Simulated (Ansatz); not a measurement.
Write a Python script for the Ansatz DFT code, driven from Python that makes a single point from an input written key by key of AlCl3, SMILES [Cl][Al]([Cl])[Cl]. Level of theory: r2SCAN, def2-SVP basis, multiplicity 1.

`alcl3.yaml`
```yaml
crystal:
  periodic: [false, false, false]
  atoms:
    - { symbol: Cl, position_ang: [-1.1746, -0.1548, 1.8522] }
    - { symbol: Al, position_ang: [-0.0147, -0.0139, -0.0068] }
    - { symbol: Cl, position_ang: [1.8159, -1.1936, -0.186] }
    - { symbol: Cl, position_ang: [-0.5711, 1.302, -1.6798] }
basis:
  gaussian: { orbitals: def2-SVP }
hamiltonian:
  xc: r2scan
```

The script, `deck.py`:
```python
import ansatz as az


def main() -> None:
    session = az.Session.from_deck('alcl3.yaml')
    r = session.plan(threads=1).execute().report

    print('reference energy %16.6f eV' % r['reference_energy_ev'])
    print('total energy     %16.6f eV' % r['free_energy_ev'])
    print('occupied orbitals outside the frozen core (up, down):', r['n_occupied'], ' frozen:', r['n_frozen'], ' virtual:', r['n_virtual'])
    symbols = ['Cl', 'Al', 'Cl', 'Cl']


if __name__ == '__main__':
    main()
```

```console
$ python deck.py
reference energy    -44153.602316 eV
total energy        -44153.602316 eV
occupied orbitals outside the frozen core (up, down): [32, 32]  frozen: 0  virtual: [40, 40]
```

Total energies depend on the basis set; only differences at equal settings carry meaning. The geometry is a force-field or estimated start, not a minimum of this method, and the basis set is short of its limit. Run time: 3.9 s on 1 thread of Arm Neoverse V1, on a shared host, peak memory 0.16 GiB.

(Lines on the test bed's own set-up are left out of the output.)
